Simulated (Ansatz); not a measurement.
HfMo in Ansatz: convergence with xc grid

Input of the first run (xc grid 1); the others differ in this setting and in those tied to it:

The input input.yaml:

```yaml
crystal:
  lattice:
    - [1.6712035, -2.472467, 0.0]
    - [1.6712035, 2.472467, 0.0]
    - [0.0, 0.0, 4.447011]
  atoms:
    - { symbol: Hf, position: [-0.008945, -0.011306, 0.00228] }
    - { symbol: Mo, position: [0.494113, 0.494528, 0.514188] }
hamiltonian:
  xc: pbe
  pseudopotentials: { kind: paw }
kpoints:
  mp_grid: { grid: [7, 7, 5] }
scf:
  occupations: { method: gaussian, width: 0.1 }
output:
  forces: true
  stress: true
  eigenvalues: true
basis:
  xc_grid: 1
```

Potentials or basis: Ansatz PAW.

Command:

```console
$ ansatz run input.yaml --threads 2 --pin off --max-ram 5632MiB --backend cpu --events-out ev --progress --plain --runs-dir out
```

The cell isn't the ideal one: atoms moved at random, drawn with an rms of 0.05 Å.

The cell comes from a database or a generator and needn't be the stable form of this composition.

Hardware: 2 threads of Arm Neoverse V2 (shared host).

```
xc grid  energy less the tightest run, at zero smearing (meV/atom)  SCF cycles  CPU time (s)  peak memory (GiB)
      1                                                      -0.01           7           9.5               0.38
      2                                                       0.00           7           8.9               0.39
      3                                                       0.00           7           9.7                0.4
      4                                                       0.00           7           9.6               0.42
      5                                                       0.00           7            10               0.46
```

Against the tightest run, the energy stays within 1 meV/atom from 1 on. The tightest run that finished is the yardstick and may itself not be fully converged.

The run has no spin-orbit coupling, so splittings on Hf are missing.
